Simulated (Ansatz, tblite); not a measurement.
# Sn(OMe)H3 (CH₆OSn): spin states and exact exchange

Is the singlet the ground state of Sn(OMe)H3 (CH₆OSn)? Other spin states are computed and compared level by level.

Program: Ansatz 0.2.0, Gaussian basis. Level of theory: as each input shows. These are calculated values, not measurements.

The runs, in order: triplet, at the geometry of the singlet (GFN1-xTB, GFN2-xTB, PBE0-D4/def2-TZVP, PBE-D4/def2-TZVP, r2SCAN-D4/def2-TZVP); the singlet's energies come from earlier runs.

1 further run of the same task is left out (set aside as unsound or not needed).

### 1 The structure

The geometry is that of the singlet, from an earlier relaxation (r2SCAN-D4/def2-TZVP).

9 atoms, charge 0, spin multiplicity 1.

Bond lengths: Sn1–O2 1.974 Å, Sn1–H7 1.710 Å, Sn1–H8 1.698 Å, Sn1–H9 1.710 Å, O2–C3 1.414 Å, C3–H4 1.100 Å, C3–H5 1.094 Å, C3–H6 1.100 Å. Angles: O2–Sn1–H7 107.3°, O2–Sn1–H8 103.5°, O2–Sn1–H9 107.3°, H7–Sn1–H8 113.6°, H7–Sn1–H9 111.0°, H8–Sn1–H9 113.5°, Sn1–O2–C3 117.8°, O2–C3–H4 112.5°, O2–C3–H5 108.0°, O2–C3–H6 112.5°, H4–C3–H5 107.8°, H4–C3–H6 108.0°, H5–C3–H6 107.8°.

Sn takes a core potential in the def2 sets. No spin-orbit coupling is included.

### 2 Triplet at the fixed geometry, GFN1-xTB

Tight binding, by tblite at 300 K electronic temperature and without a spin-polarisation term:

```python
tblite.interface.Calculator('GFN1-xTB', numbers, positions, charge=0, uhf=2).singlepoint()
```

Energy -333.1757 eV; 0.02 s.

### 3 Triplet at the fixed geometry, GFN2-xTB

Tight binding, by tblite at 300 K electronic temperature and without a spin-polarisation term:

```python
tblite.interface.Calculator('GFN2-xTB', numbers, positions, charge=0, uhf=2).singlepoint()
```

Energy -302.0362 eV; 0.011 s.

### 4 Triplet at the fixed geometry, PBE0-D4/def2-TZVP

in.yaml reads:

```yaml
crystal:
  periodic: [false, false, false]
  atoms:
    - {symbol: Sn, position_ang: [-0.375439, 0.603338, -1.276840]}
    - {symbol: O, position_ang: [-0.334822, 0.553440, 0.696367]}
    - {symbol: C, position_ang: [0.330952, -0.530167, 1.313942]}
    - {symbol: H, position_ang: [-0.117929, -1.501275, 1.056955]}
    - {symbol: H, position_ang: [0.253806, -0.402080, 2.397797]}
    - {symbol: H, position_ang: [1.399479, -0.569760, 1.054697]}
    - {symbol: H, position_ang: [1.246230, 0.636881, -1.817724]}
    - {symbol: H, position_ang: [-1.234684, 2.026517, -1.620302]}
    - {symbol: H, position_ang: [-1.167584, -0.816893, -1.804883]}
basis:
  gaussian: {orbitals: def2-TZVP}
magnetization: {spin_polarized: true, initial_magnetization: 2}
hamiltonian: {xc: pbe0, dispersion: d4}
scf: {omitted_lower_state_checks: [starts]}
output: {orbitals: {seedname: orbitals}}
```

Command:

```bash
$ ansatz run in.yaml --threads 4 --pin off --events-out ev --progress --plain --max-ram 3916MiB
```

Log:

```text
Functional definition: PBE0
  name "PBE0"
  cite "Adamo & Barone, J. Chem. Phys. 110, 6158 (1999) doi:10.1063/1.478522"
  cite "Perdew, Burke & Ernzerhof, Phys. Rev. Lett. 77, 3865 (1996) doi:10.1103/PhysRevLett.77.3865"
  parent pbe
  parameter a = 0.25
  parameter kappa = 0.804
  parameter beta = 0.06672455060314922
  exchange = (1 - a)*pbe_x(kappa = kappa, mu = beta*pi^2/3) + a*exact_x
  correlation = pbe_c(beta = beta)
these checks for a lower state are left out or cut short: starts
1056 factors; their error is unknown
mean field evaluation 1: about -8994.8827 eV, gradient 4.5e1 eV
mean field evaluation 2: about -8910.8192 eV, gradient 1.3e2 eV
mean field evaluation 4: about -9003.9270 eV, gradient 1.7e1 eV
mean field evaluation 8: about -9005.0453 eV, gradient 2.7e-1 eV
mean field evaluation 16: about -9005.1230 eV, gradient 3.2e-3 eV
mean field -9005.12299051 eV, -330.9321660098 hartree, gradient 2.0e-5 eV, S^2 2.006075; 0 other end points of the search recorded, 0 dependent functions left out
reference -9005.12303426 eV, -330.9321676173 hartree; 22, 20 occupied and 126, 128 virtual orbitals, 1056 factors
Total energy: -9005.24509069 eV, -330.9366531087 hartree
Checks for a lower state left out: starts
```

Wall time 15 s (4 threads of Intel Xeon at 2.50GHz, shared host).

From the report: HOMO -2.54 eV, LUMO -5.95 eV (over both spins; with the spin held, an empty level of the minority spin lies below the top filled one); ⟨S²⟩ 2.006 (pure: 2.00).

### 5 Triplet at the fixed geometry, PBE-D4/def2-TZVP

start.molden holds the orbitals of an earlier run on this state, given as this run's starting guess.

in.yaml, as its differences from that of step 4:

```diff
@@ -13,5 +13,5 @@
 basis:
-  gaussian: {orbitals: def2-TZVP}
+  gaussian: {orbitals: def2-TZVP, initial_orbitals: start.molden}
 magnetization: {spin_polarized: true, initial_magnetization: 2}
-hamiltonian: {xc: pbe0, dispersion: d4}
+hamiltonian: {xc: pbe, dispersion: d4}
 scf: {omitted_lower_state_checks: [starts]}
```

Launched as before.

Log:

```text
Functional definition: PBE
  name "PBE"
  cite "Perdew, Burke & Ernzerhof, Phys. Rev. Lett. 77, 3865 (1996) doi:10.1103/PhysRevLett.77.3865"
  parent pbe
  parameter kappa = 0.804
  parameter beta = 0.06672455060314922
  exchange = pbe_x(kappa = kappa, mu = beta*pi^2/3)
  correlation = pbe_c(beta = beta)
these checks for a lower state are left out or cut short: starts
983 factors; their error is unknown
mean field evaluation 1: about -9004.7031 eV, gradient 5.5e0 eV
mean field evaluation 2: about -9004.8789 eV, gradient 5.7e-1 eV
mean field evaluation 4: about -9004.8677 eV, gradient 2.2e-1 eV
mean field evaluation 8: about -9004.8678 eV, gradient 1.1e-5 eV
mean field -9004.86780828 eV, -330.9227882358 hartree, gradient 1.1e-5 eV, S^2 2.003209; 0 other end points of the search recorded, 0 dependent functions left out
reference -9004.86786704 eV, -330.9227903949 hartree; 22, 20 occupied and 126, 128 virtual orbitals, 983 factors
Total energy: -9005.01292824 eV, -330.9281212960 hartree
Checks for a lower state left out: starts
```

It took 6.6 s on 4 threads of Intel Xeon at 2.50GHz, shared host.

Report: HOMO -1.89 eV, LUMO -7.02 eV (over both spins; with the spin held, an empty level of the minority spin lies below the top filled one); ⟨S²⟩ 2.003 (pure: 2.00).

### 6 Triplet at the fixed geometry, r2SCAN-D4/def2-TZVP

in.yaml, as its differences from that of step 5:

```diff
@@ -15,3 +15,3 @@
 magnetization: {spin_polarized: true, initial_magnetization: 2}
-hamiltonian: {xc: pbe, dispersion: d4}
+hamiltonian: {xc: r2scan, dispersion: d4}
 scf: {omitted_lower_state_checks: [starts]}
```

Launched as before.

Log:

```text
Functional definition: r2SCAN
  name "r2SCAN"
  cite "Furness, Kaplan, Ning, Perdew & Sun, J. Phys. Chem. Lett. 11, 8208 (2020) doi:10.1021/acs.jpclett.0c02405"
  cite "Furness, Kaplan, Ning, Perdew & Sun, J. Phys. Chem. Lett. 11, 9248 (2020) doi:10.1021/acs.jpclett.0c03077"
  parent r2scan
  parameter k0 = 0.174
  parameter k1 = 0.065
  parameter a1 = 4.9479
  exchange = r2scan_x(k0 = k0, k1 = k1, a1 = a1)
  correlation = r2scan_c
these checks for a lower state are left out or cut short: starts
983 factors; their error is unknown
mean field evaluation 1: about -9009.1400 eV, gradient 3.8e0 eV
mean field evaluation 2: about -9009.1941 eV, gradient 1.3e-1 eV
mean field evaluation 4: about -9009.1803 eV, gradient 5.9e-3 eV
mean field evaluation 8: about -9009.1803 eV, gradient 5.1e-5 eV
mean field -9009.18032126 eV, -331.0812701645 hartree, gradient 1.0e-5 eV, S^2 2.007354; 0 other end points of the search recorded, 0 dependent functions left out
reference -9009.18034420 eV, -331.0812710075 hartree; 22, 20 occupied and 126, 128 virtual orbitals, 983 factors
Total energy: -9009.21486211 eV, -331.0825395175 hartree
Checks for a lower state left out: starts
```

Wall time 14 s (4 threads of Intel Xeon at 2.50GHz, shared host).

Report: HOMO -1.97 eV, LUMO -6.81 eV (over both spins; with the spin held, an empty level of the minority spin lies below the top filled one); ⟨S²⟩ 2.007 (pure: 2.00).

### 7 Triplet less singlet, vertical

The singlet's energies are those of its earlier runs, whose logs aren't repeated here.

| level | triplet less singlet, vertical (kJ/mol) | time |
| --- | --- | --- |
| GFN1-xTB | +716.6 | 0.034 s |
| GFN2-xTB | +588.6 | 0.02 s |
| PBE-D4/def2-TZVP | +486.6 | 8.7 s |
| r2SCAN-D4/def2-TZVP | +502.3 | 17 s |
| PBE0-D4/def2-TZVP | +512.9 | 18 s |

Times add the two runs; a level without a time comes out of a correlated run. Tight binding without a spin term can't rank spin states.

### 8 Outcome

| quantity | value |
| --- | --- |
| triplet less singlet, vertical, functionals in def2-TZVP | +486.6 (PBE-D4) to +512.9 kJ/mol (PBE0-D4) |

All functionals put the triplet above the singlet, over a spread of 26.3 kJ/mol. The checks for a lower triplet were left out, so another state of that spin may lie lower. These are electronic energies, without zero-point motion, entropy or surroundings.
